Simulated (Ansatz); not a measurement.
**CH₄AlFS: basis-set convergence**

Aim: see how fast density functionals converge with the basis set for CH₄AlFS.

The runs use Ansatz 0.2.0, Gaussian basis; one geometry, several basis sets.

The runs, in order: PBE0-D4/def2-SVP; ωB97M-V/def2-SVP; PBE0-D4/def2-QZVPP; ωB97M-V/def2-QZVPP; the functionals' def2-TZVPP values are taken from earlier runs.

## 1. The geometry

The geometry comes from an earlier relaxation with PBE0-D4 in a triple-zeta def2 set; it is a stationary point, not always the lowest conformer.

8 atoms, charge 0, spin multiplicity 1.

Atoms are counted from 1 here; the program's logs count them from 0.

Bond lengths: F1–Al3 1.651 Å, C2–Al3 1.954 Å, C2–S4 1.804 Å, C2–H5 1.094 Å, C2–H7 1.094 Å, Al3–H6 1.573 Å, S4–H8 1.345 Å. Angles: Al3–C2–S4 109.4°, Al3–C2–H5 108.8°, Al3–C2–H7 108.8°, S4–C2–H5 111.2°, S4–C2–H7 111.1°, H5–C2–H7 107.6°, F1–Al3–C2 115.9°, F1–Al3–H6 117.9°, C2–Al3–H6 126.2°, C2–S4–H8 99.1°.

## 2. PBE0-D4 in def2-SVP

Contents of in.yaml:

```yaml
crystal:
  periodic: [false, false, false]
  atoms:
    - {symbol: F, position_ang: [2.638846, 0.554263, 0.552016]}
    - {symbol: C, position_ang: [-0.105322, -0.304496, -0.496633]}
    - {symbol: Al, position_ang: [1.013253, 0.582806, 0.837951]}
    - {symbol: S, position_ang: [-1.835881, -0.182665, -0.003233]}
    - {symbol: H, position_ang: [0.208758, -1.349159, -0.581027]}
    - {symbol: H, position_ang: [0.507157, 1.309669, 2.138103]}
    - {symbol: H, position_ang: [0.062305, 0.170220, -1.468119]}
    - {symbol: H, position_ang: [-2.396916, -0.837640, -1.034860]}
basis:
  gaussian: {orbitals: def2-SVP}
hamiltonian: {xc: pbe0, dispersion: d4}
output: {orbitals: {seedname: orbitals}}
```

Launch:

```bash
$ ansatz run in.yaml --threads 2 --pin off --events-out ev --progress --plain --max-ram 4352MiB
```

Further steps of the session: ωB97M-V in def2-SVP; PBE0-D4 in def2-QZVPP; ωB97M-V in def2-QZVPP.

**Question.** What will the summary of the whole plan be? Wanted: PBE0-D4: double and triple zeta above quadruple; ωB97M-V: double and triple zeta above quadruple.

The runs gave:

```
                                       quantity           value
PBE0-D4: double and triple zeta above quadruple  11.62, 0.78 eV
ωB97M-V: double and triple zeta above quadruple  11.69, 0.74 eV
```

For PBE0-D4 the step from double to triple zeta gains 10.85 eV and the next only 0.78 eV. Total energies overstate the basis error of differences, where much of it tends to cancel.
